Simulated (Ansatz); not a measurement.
# TiRh: a line through an energy map

How does the energy of TiRh (P4/mmm, No. 123; 2 atoms in the cell) vary with lattice constant a (and b), at lattice constant c = 3.300 Å?

Method: DFT r2SCAN, scalar-relativistic, plane waves, PAW, in Ansatz 0.2.0.

## Step 1: The system as given

It takes space group P4/mmm (No. 123, tetragonal). The conventional cell has a = 2.949 Å, b = 2.949 Å, c = 3.384 Å, α = 90.00°, β = 90.00°, γ = 90.00°. Ti (site symmetry 4/mmm) has 8 Rh at 2.69 Å and 4 Ti at 2.95 Å as nearest neighbours. Rh (site symmetry 4/mmm) has 8 Ti at 2.69 Å and 4 Rh at 2.95 Å as nearest neighbours.

As a file:

```cif
data_structure
_symmetry_space_group_name_H-M 'P 1'
_symmetry_Int_Tables_number 1
_cell_length_a 2.9490
_cell_length_b 2.9490
_cell_length_c 3.3843
_cell_angle_alpha 90.000
_cell_angle_beta 90.000
_cell_angle_gamma 90.000
_cell_volume 29.43
loop_
_atom_site_label
_atom_site_type_symbol
_atom_site_fract_x
_atom_site_fract_y
_atom_site_fract_z
_atom_site_occupancy
Ti1 Ti 0.50000 0.50000 0.50000 1
Rh1 Rh 0.00000 0.00000 0.00000 1
```

It is the result of an earlier relaxation at this level (volume 14.72 Å³/atom; gap on the mesh: none (metal)).

## Step 2: Plan of the line

The energy is mapped over the lattice constants a and c of the conventional cell.

The axes are (1) lattice constant a (and b): 5 values from 2.801 to 3.096 Å; (2) lattice constant c: 5 values from 3.215 to 3.554 Å.

Nothing else is relaxed (symmetry fixes all fractional coordinates). Energies count from the relaxed crystal. Points are written as (first, second).

## Step 3: The run at (2.801 Å, 3.300 Å)

input.yaml

```yaml
crystal:
  lattice:
    - [2.8015, 0.0, 0.0]
    - [0.0, 2.8015, 0.0]
    - [0.0, 0.0, 3.2997]
  atoms:
    - { symbol: Ti, position: [0.5, 0.5, 0.5] }
    - { symbol: Rh, position: [0.0, 0.0, 0.0] }
basis:
  ecutwfc: 520.0
kpoints:
  mp_grid: { grid: [16, 16, 14] }
hamiltonian:
  xc: r2scan
scf:
  occupations: { method: methfessel_paxton, width: 0.2 }
output:
  forces: true
  stress: true
  eigenvalues: true
```

Launch:

```sh
$ ansatz run input.yaml --threads 1 --pin off --max-ram 2048MiB --backend cpu --events-out ev --progress --plain --runs-dir out
```

Further runs follow: the other points of the line.

Before running it: what results should come out? Wanted: for each run, lattice constant a; energy; slope; pressure.

As calculated:

| lattice constant a (and b) (Å) | step | energy (meV/atom) | slope (meV/atom per Å) | pressure (GPa) |
| --- | --- | --- | --- | --- |
| 2.801 | 3 | 172 | −2052 | 34.6 |
| 2.875 | 4 | 58 | −1084 | 18.4 |
| 2.949 | 5 | 8 | −284 | 5.5 |
| 3.023 | 6 | 12 | 346 | −4.5 |
| 3.096 | 7 | 56 | 852 | −12.3 |

Energies count from the relaxed crystal. Slopes come from the forces and the stress, not from differences of energies.

The lowest point of the line is at 2.949 Å, 8 meV/atom from the zero. A fit to energies and slopes at the lowest point and its two neighbours puts the minimum at 2.9799 Å, with a curvature of about 8600 meV/atom per Å². The highest point, at 2.801 Å, lies 164 meV/atom above the lowest. This is one cut through a surface in two coordinates; the map's lowest point lies off it.
